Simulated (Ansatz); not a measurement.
# CH₄Cl₂Si: small, medium and large basis sets

An exercise on one series of results from a longer session: the logs are not shown, and one member is left open.

Program: Ansatz 0.2.0, Gaussian basis. Level of theory: one geometry, several basis sets. These are calculated values, not measurements.

The runs, in order: PBE0-D4/def2-SVP; ωB97M-V/def2-SVP; PBE0-D4/def2-QZVPP; ωB97M-V/def2-QZVPP; CCSD(T)/cc-pV(D+d)Z; CCSD(T)/cc-pV(T+d)Z; CCSD(T)/cc-pV(Q+d)Z; the functionals' def2-TZVPP values are taken from earlier runs.

**The relaxed structure**

The geometry comes from an earlier relaxation with PBE0-D4 in a triple-zeta def2 set; it is a stationary point, not always the lowest conformer.

SMILES `C[SiH](Cl)Cl`, 8 atoms, charge 0, spin multiplicity 1.

Atoms are counted from 1 here; the program's logs count them from 0.

Bond lengths: C1–Si2 1.847 Å, C1–H5 1.093 Å, C1–H6 1.093 Å, C1–H7 1.092 Å, Si2–Cl3 2.049 Å, Si2–Cl4 2.049 Å, Si2–H8 1.477 Å. Angles: Si2–C1–H5 110.1°, Si2–C1–H6 110.1°, Si2–C1–H7 110.4°, H5–C1–H6 108.8°, H5–C1–H7 108.7°, H6–C1–H7 108.7°, C1–Si2–Cl3 109.8°, C1–Si2–Cl4 109.8°, C1–Si2–H8 113.5°, Cl3–Si2–Cl4 108.8°, Cl3–Si2–H8 107.4°, Cl4–Si2–H8 107.4°.

Geometry (Å):

```xyz
8

C    -0.1682    1.0001   -0.1430
Si    0.0581   -0.8027    0.1889
Cl    1.9647   -1.1536    0.8527
Cl   -0.2480   -1.8703   -1.5330
H    -1.1826    1.1914   -0.5010
H    -0.0034    1.5739    0.7721
H     0.5399    1.3401   -0.9011
H    -0.8685   -1.3359    1.2086
```

Set-up of the first run:

Input file in.yaml:

```yaml
crystal:
  periodic: [false, false, false]
  atoms:
    - {symbol: C, position_ang: [-0.168190, 1.000114, -0.142976]}
    - {symbol: Si, position_ang: [0.058122, -0.802729, 0.188931]}
    - {symbol: Cl, position_ang: [1.964678, -1.153608, 0.852681]}
    - {symbol: Cl, position_ang: [-0.248001, -1.870346, -1.533020]}
    - {symbol: H, position_ang: [-1.182569, 1.191419, -0.501005]}
    - {symbol: H, position_ang: [-0.003386, 1.573941, 0.772071]}
    - {symbol: H, position_ang: [0.539945, 1.340051, -0.901053]}
    - {symbol: H, position_ang: [-0.868499, -1.335942, 1.208573]}
basis:
  gaussian: {orbitals: def2-SVP}
hamiltonian: {xc: pbe0, dispersion: d4}
output: {orbitals: {seedname: orbitals}}
```

Started as:

```bash
$ ansatz run in.yaml --threads 2 --pin off --events-out ev --progress --plain --max-ram 32768MiB --backend cpu
```

Among the steps run: PBE0-D4 in def2-SVP; ωB97M-V in def2-SVP; PBE0-D4 in def2-QZVPP; ωB97M-V in def2-QZVPP.

One of the session's tables, all rows but one given; the rest of the session is left out.

```
functional       basis  HOMO (eV)  LUMO (eV)
   PBE0-D4    def2-SVP      -8.72       0.98
   PBE0-D4  def2-TZVPP          ?          ?
   PBE0-D4  def2-QZVPP      -8.87       0.33
   ωB97M-V    def2-SVP     -10.91       3.04
   ωB97M-V  def2-TZVPP     -11.07       2.40
   ωB97M-V  def2-QZVPP     -11.10       1.72
```

Estimate the missing values for PBE0-D4, def2-TZVPP.

The run gave: HOMO (eV): -8.84; LUMO (eV): 0.55. In the column «HOMO (eV)» it lies between PBE0-D4, def2-QZVPP (-8.87) and PBE0-D4, def2-SVP (-8.72).
